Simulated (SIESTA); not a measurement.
Crystal: GeCN2.

```
CELL_PARAMETERS angstrom
1.79379 1.03565 4.92196
-1.79379 1.03565 4.92196
0.00000 -2.07129 4.92196
ATOMIC_POSITIONS crystal
Ge 0.00000 0.00000 0.00000
N 0.58390 0.58390 0.58390
N 0.41610 0.41610 0.41610
C 0.50000 0.50000 0.50000
```

The cell comes from a database or a generator and needn't be the stable form of this composition.

Program: SIESTA 5.4.2. Alike in all runs: task band structure; level PBEsol; no spin polarisation; cell as given; k mesh 9 × 9 × 9; smearing fermi-dirac 0.05 eV; grid cutoff 800 Ry; energy shift 0.003 Ry.

**Question.** Order these runs on this cell by their band gap on the k mesh, lowest first.
A. potentials or basis PseudoDojo 0.4 standard (PBEsol files), SZ (energy shift 0.003 Ry)
B. potentials or basis PseudoDojo 0.4 standard (PBEsol files), SZP (energy shift 0.003 Ry)
C. potentials or basis PseudoDojo 0.4 standard (PBEsol files), TZP (energy shift 0.003 Ry; two zetas on semicore shells)

**Answer.** C (1.06 eV), B (1.29 eV), A (1.48 eV).

Caveats: the basis of atomic orbitals isn't converged, which shifts pressures, moduli and gaps; forces of over 1 eV/Å show positions far from the minimum, so gaps and moduli don't describe the material at rest; the mesh misses the band edges, which the band path finds closer together (some runs); the basis has no polarisation orbitals (some runs).
